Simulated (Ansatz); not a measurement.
# GeHBr: up Jacob's ladder to CCSD(T)

One table from this session's results is given with a row withheld; the runs are named, their logs left out.

The runs use Ansatz 0.2.0, Gaussian basis; functionals in def2-TZVPP, the program's frozen cores in correlated methods.

The runs, in order: LDA (SPW92), PBE-D4, revPBE-D4, BLYP-D4, r2SCAN-D4, B97M-V, PBE0-D4, B3LYP-D4, r2SCANh-D4, r2SCAN0-D4, HSE06-D4, BHLYP-D4, CAM-B3LYP-D4, LC-ωPBE, ωB97X-V, ωB97M-V, B2PLYP, PBE-QIDH; CCSD(T)/def2-SVP; CCSD(T)/def2-TZVPP; MP2/def2-QZVPP; extrapolation to the limit; RPA on PBE.

### Structure used throughout

The geometry comes from an earlier relaxation with PBE0-D4 in a triple-zeta def2 set; it is a stationary point.

SMILES `[GeH][Br]`, 3 atoms, charge 0, spin multiplicity 1.

Atoms are counted from 1 here; the program's logs count them from 0.

Bond lengths: Ge1–Br2 2.339 Å, Ge1–H3 1.598 Å. Angles: Br2–Ge1–H3 93.3°.

Geometry (Å):

```
Ge    0.3594   -0.8599    0.0940
Br    0.6736    1.4172    0.5259
H    -1.0440   -0.6222   -0.6332
```

The first run:

The input, in.yaml:

```yaml
crystal:
  periodic: [false, false, false]
  atoms:
    - {symbol: Ge, position_ang: [0.359439, -0.859912, 0.093971]}
    - {symbol: Br, position_ang: [0.673599, 1.417223, 0.525914]}
    - {symbol: H, position_ang: [-1.044038, -0.622211, -0.633184]}
basis:
  gaussian: {orbitals: def2-TZVPP}
hamiltonian: {xc: lda}
output: {orbitals: {seedname: orbitals}}
```

Steps of the session up to this table: LDA; PBE-D4 (GGA); revPBE-D4 (GGA); BLYP-D4 (GGA); r2SCAN-D4 (meta-GGA); B97M-V (meta-GGA); PBE0-D4 (hybrid); B3LYP-D4 (hybrid); r2SCANh-D4 (hybrid); r2SCAN0-D4 (hybrid); HSE06-D4 (hybrid); BHLYP-D4 (hybrid); CAM-B3LYP-D4 (range-separated); LC-ωPBE-D4 (range-separated; the results give it without D4); ωB97X-V (range-separated); ωB97M-V (range-separated); B2PLYP (double hybrid); PBE-QIDH (double hybrid).

One of the session's tables, all rows but one given; the rest of the session is left out.

It belongs to the step «Orbital energies across the functionals». 

```
  functional  HOMO (eV)  LUMO (eV)  gap (eV)
 LDA (SPW92)      -6.12      -4.15      1.97
      PBE-D4      -6.00      -3.90      2.10
   revPBE-D4      -5.96      -3.81      2.15
     BLYP-D4      -5.88      -3.80      2.08
   r2SCAN-D4      -6.28      -3.85      2.44
      B97M-V      -6.29      -3.78      2.51
     PBE0-D4      -7.09      -3.13      3.97
    B3LYP-D4      -6.91      -3.35      3.56
  r2SCANh-D4      -6.68      -3.55      3.13
  r2SCAN0-D4      -7.28      -3.10      4.17
    HSE06-D4      -6.70      -3.50      3.20
    BHLYP-D4      -8.07      -2.28      5.79
CAM-B3LYP-D4      -8.37      -2.11      6.26
     LC-ωPBE      -9.64      -0.98      8.66
     ωB97X-V          ?          ?         ?
     ωB97M-V      -9.19      -1.17      8.02
```

Estimate the missing values for ωB97X-V.

**Answer.** HOMO (eV): -9.32; LUMO (eV): -1.07; gap (eV): 8.25. In the column «HOMO (eV)» it lies between LC-ωPBE (-9.64) and ωB97M-V (-9.19).
